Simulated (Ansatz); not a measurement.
# Ir2Rh: the cost of one run

Method: DFT PBE, scalar-relativistic, plane waves, PAW, in Ansatz 0.2.0.

### 1 The structure to begin with

Symmetry: P6_3/mmc, No. 194, hexagonal system. The conventional cell has a = 2.740 Å, b = 2.740 Å, c = 13.288 Å, α = 90.00°, β = 90.00°, γ = 120.00°. Ir (site symmetry 3m) has 9 Ir at 2.71 to 2.74 Å and 3 Rh at 2.73 Å as nearest neighbours. Around Rh (site symmetry -6m2) lie 6 Ir at 2.73 Å and 6 Rh at 2.74 Å.

Structure file:

```
CELL_PARAMETERS angstrom
2.73984 0.00000 0.00000
-1.36992 2.37277 0.00000
0.00000 0.00000 13.28790
ATOMIC_POSITIONS crystal
Ir 0.33333 0.66667 0.08291
Ir 0.33333 0.66667 0.41709
Ir 0.66667 0.33333 0.58291
Ir 0.66667 0.33333 0.91709
Rh 0.33333 0.66667 0.75000
Rh 0.66667 0.33333 0.25000
```

The cell was relaxed beforehand at this level, from a generated guess; it is a trial structure. At a tolerance of 0.05 Å it has space group P6_3/mmc (No. 194); it has 14.40 Å³/atom, an uncorrected energy of +0.04 eV/atom over the elements.

### 2 Electronic structure at the relaxed geometry

input.yaml reads:

```yaml
crystal:
  lattice:
    - [2.7398386788, 0.0, 0.0]
    - [-1.3699193394, 2.3727698981, 0.0]
    - [0.0, 0.0, 13.2879009094]
  atoms:
    - { symbol: Ir, position: [0.3333333333, 0.6666666667, 0.0829104965] }
    - { symbol: Ir, position: [0.3333333333, 0.6666666667, 0.4170895035] }
    - { symbol: Ir, position: [0.6666666667, 0.3333333333, 0.5829104965] }
    - { symbol: Ir, position: [0.6666666667, 0.3333333333, 0.9170895035] }
    - { symbol: Rh, position: [0.3333333333, 0.6666666667, 0.75] }
    - { symbol: Rh, position: [0.6666666667, 0.3333333333, 0.25] }
basis:
  ecutwfc: 420
kpoints:
  mp_grid: { grid: [18, 18, 4] }
  band_path:
    path:
      - [[0.0, 0.0, 0.0], [0.5, 0.0, 0.0], [0.33333333, 0.33333333, 0.0], [0.0, 0.0, 0.0], [0.0, 0.0, 0.5], [0.5, 0.0, 0.5], [0.33333333, 0.33333333, 0.5], [0.0, 0.0, 0.5]]
      - [[0.5, 0.0, 0.5], [0.5, 0.0, 0.0]]
      - [[0.33333333, 0.33333333, 0.5], [0.33333333, 0.33333333, 0.0]]
    npoints: 14
hamiltonian:
  xc: pbe
scf:
  occupations: { method: gaussian, width: 0.1 }
  n_extra_bands: 15
output:
  forces: true
  stress: true
  eigenvalues: true
  populations: true
  dos: { projected: true, de: 0.02, nscf_kmesh: { grid: [22, 22, 5] } }
  bader: true
  write_density: true
  write_potential: true
  elf: true
  volumetric_format: npy
```

Command:

```bash
$ ansatz run input.yaml --threads 1 --pin off --max-ram 2560MiB --backend cpu --events-out ev --progress --plain --runs-dir out
```

What time and memory should one allow on 1 thread of Intel Xeon 6975P-C (Granite Rapids), shared host?

About 92 s, with a peak of 0.87 GiB.
